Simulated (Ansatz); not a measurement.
Write a Python script for the Python package of Ansatz (0.2.0) that makes a ranking of polymorphs by energy of 2 structures of ScB2. Settings (first run): r2SCAN, PAW, cutoff 620 eV, 6×6×6 k-points, Fermi-Dirac smearing of 0.05 eV.

Script `polymorphs_scb2.py`:
```python
"""Which structure of ScB2 is lowest in energy, after relaxing atoms and volume at fixed cell shape."""

import logging
import sys
import warnings

import ansatz as az
import numpy as np
import pandas as pd
import spglib

logging.basicConfig(stream=sys.stdout, format="%(levelname)s %(message)s")
log = logging.getLogger("scb2")
log.setLevel(logging.INFO)

PHASES = {
    "Fd-3m": (
        [(0.0, 3.06299, 3.06299), (3.06299, 0.0, 3.06299), (3.06299, 3.06299, 0.0)],
        [
            ("Sc", (0.25, 0.25, 0.25)),
            ("Sc", (0.0, 0.0, 0.0)),
            ("B", (0.625, 0.625, 0.625)),
            ("B", (0.125, 0.625, 0.625)),
            ("B", (0.625, 0.125, 0.625)),
            ("B", (0.625, 0.625, 0.125)),
        ],
    ),
    "P6/mmm": (
        [(3.15, 0.0, 0.0), (-1.575, 2.72798, 0.0), (0.0, 0.0, 3.52)],
        [
            ("Sc", (0.0, 0.0, 0.0)),
            ("B", (1 / 3, 2 / 3, 0.5)),
            ("B", (2 / 3, 1 / 3, 0.5)),
        ],
    ),
}


def build(vectors, sites):
    crystal = az.Crystal(lattice=az.Lattice.of(vectors))
    for symbol, position in sites:
        crystal = crystal.atom(symbol, position)
    return crystal


def compute(name, crystal):
    calc = (
        crystal.calculation()
        .functional("r2scan")
        .basis(620)
        .kpoints(spacing=0.3)
        .occupations("fermi_dirac", width=0.05)
        .stress()
        .band_table()
    )
    calc = calc.relax(force_tolerance=0.01, fix_cell=["shape"])
    return calc.run(threads=1, pin="off")


def space_group(outcome):
    sites = outcome.report["lattice"]["sites"]
    kinds = sorted({site["symbol"] for site in sites})
    cell = (outcome.lattice.cell_ang, [site["position_frac"] for site in sites], [kinds.index(site["symbol"]) for site in sites])
    return spglib.get_spacegroup(cell, symprec=0.01)


def volume_per_atom(outcome):
    return abs(np.linalg.det(outcome.lattice.cell_ang)) / len(outcome.lattice.sites)


def main() -> None:
    warnings.simplefilter("ignore", az.DeckWarning)

    phases = {name: build(*cell) for name, cell in PHASES.items()}

    done = {}
    for name, crystal in phases.items():
        done[name] = compute(name, crystal)
        log.info(f"{name}: {done[name].report['energy_sigma0_ev']:.4f} eV, {len(done[name].lattice.sites)} atoms")

    energy = {name: o.report["energy_sigma0_ev"] / len(o.lattice.sites) for name, o in done.items()}
    lowest = min(energy.values())
    rows = [(name, len(o.lattice.sites), 1000 * (energy[name] - lowest), space_group(o), volume_per_atom(o)) for name, o in done.items()]
    rows.sort(key=lambda row: row[2])
    print(pd.DataFrame(rows, columns=["phase", "atoms", "dE (meV/atom)", "space group", "V (A^3/atom)"]).round(4).to_string(index=False))
    print("order:", " < ".join(row[0] for row in rows))


if __name__ == "__main__":
    main()
```

`python polymorphs_scb2.py` gives:
```text
INFO Fd-3m: -4907.0870 eV, 6 atoms
INFO P6/mmm: -2456.4346 eV, 3 atoms
 phase  atoms  dE (meV/atom)  space group  V (A^3/atom)
P6/mmm      3            0.0 P6/mmm (191)       10.0417
 Fd-3m      6          963.7  Fd-3m (227)        9.5124
order: P6/mmm < Fd-3m
```

By space group at the end of each run: P6/mmm (+0 meV an atom, 10.0 Å³) and Fd-3m (+964 meV an atom, 9.5 Å³).

Reading the output:
- Absolute energies stand on the zero of these potentials, so only differences at equal settings mean something.
- The run is spin-unpolarised.
- For the metals among these phases the mesh is modest: differences between phases can be off by up to 40 meV an atom.
- Atoms and volume are relaxed with the cell's shape held, which in cells of lower than cubic symmetry can hide stresses and shift volumes.
- The cells come from databases of deposited and of computed structures, and not all need be stable phases.
- The ranking holds among these structures alone, at zero temperature; the ground state may be another structure. Differences under about 40 meV an atom lie within the error of mesh and functional.
- Finished in 49 s on 1 thread of Arm Neoverse N1 (shared host), peak memory 0.68 GiB.

(Lines on the test bed's own set-up are left out of the output.)
